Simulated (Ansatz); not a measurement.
**VH2: how the settings move a relaxation**

Question: which choices in the input matter for VH2?

Computed with Ansatz 0.2.0 (reference: DFT, PBEsol, PAW with Ansatz's default frozen-core files, scalar-relativistic, unless a step's input says otherwise).

### 1 The structure to begin with

It takes space group Fm-3m (No. 225, cubic). Conventional cell: a = 4.382 Å, b = 4.382 Å, c = 4.382 Å, α = 90.00°, β = 90.00°, γ = 90.00°. V (site symmetry m-3m) is surrounded by 8 H at 1.90 Å. H (site symmetry -43m) is surrounded by 4 V at 1.90 Å.

As a file:

```cif
data_structure
_symmetry_space_group_name_H-M 'Fm-3m'
_symmetry_Int_Tables_number 225
_cell_length_a 4.3820
_cell_length_b 4.3820
_cell_length_c 4.3820
_cell_angle_alpha 90.000
_cell_angle_beta 90.000
_cell_angle_gamma 90.000
_cell_volume 84.14
loop_
_atom_site_label
_atom_site_type_symbol
_atom_site_symmetry_multiplicity
_atom_site_Wyckoff_symbol
_atom_site_fract_x
_atom_site_fract_y
_atom_site_fract_z
_atom_site_occupancy
V1 V 4 a 0.00000 0.00000 0.00000 1
H1 H 8 c 0.25000 0.75000 0.75000 1
```

### 2 Baseline

Contents of input.yaml:

```yaml
crystal:
  lattice:
    - [0.0, 2.1909921805, 2.1909921805]
    - [2.1909921805, 0.0, 2.1909921805]
    - [2.1909921805, 2.1909921805, 0.0]
  atoms:
    - { symbol: V, position: [0.0, 0.0, 0.0], spin: 1.5 }
    - { symbol: H, position: [0.25, 0.25, 0.25] }
    - { symbol: H, position: [0.75, 0.75, 0.75] }
magnetization:
  spin_polarized: true
kpoints:
  mp_grid: { grid: [13, 13, 13] }
scf:
  occupations: { method: fermi_dirac, width: 0.05 }
hamiltonian:
  xc: pbesol
  pseudopotentials: { kind: paw }
output:
  forces: true
  stress: true
  efg: { contact_densities: true }
relax:
  f_tol: 0.005
  max_steps: 80
  cell: {}
```

The run is started by

```console
$ ansatz run input.yaml --threads 1 --pin off --max-ram 6144MiB --backend cpu --events-out ev --progress --plain --runs-dir out
```

### 3 Changing settings: preconditioner none

input.yaml: that of step 2 with these lines changed.

```diff
@@ -15,2 +15,3 @@
   occupations: { method: fermi_dirac, width: 0.05 }
+  mixing: { preconditioner: none }
 hamiltonian:
```

Before running it: what results should come out? Wanted: for each run, ending; energy change; pressure; gap; force.

As calculated:

| run | ending | energy change | pressure (GPa) | gap (eV) | force (eV/Å) | cycles | time |
| --- | --- | --- | --- | --- | --- | --- | --- |
| reference | converged | 0 | 0.0 | 0.00 | 0.00 | 54 | 21 s |
| 1: preconditioner none | converged | 0.0 meV/atom | 0.0 | 0.00 | 0.00 | 54 | 19 s |

**Reading.** Energy and cycle count are those of the reference, so the change (mixing) left the result and the number of cycles as they were.
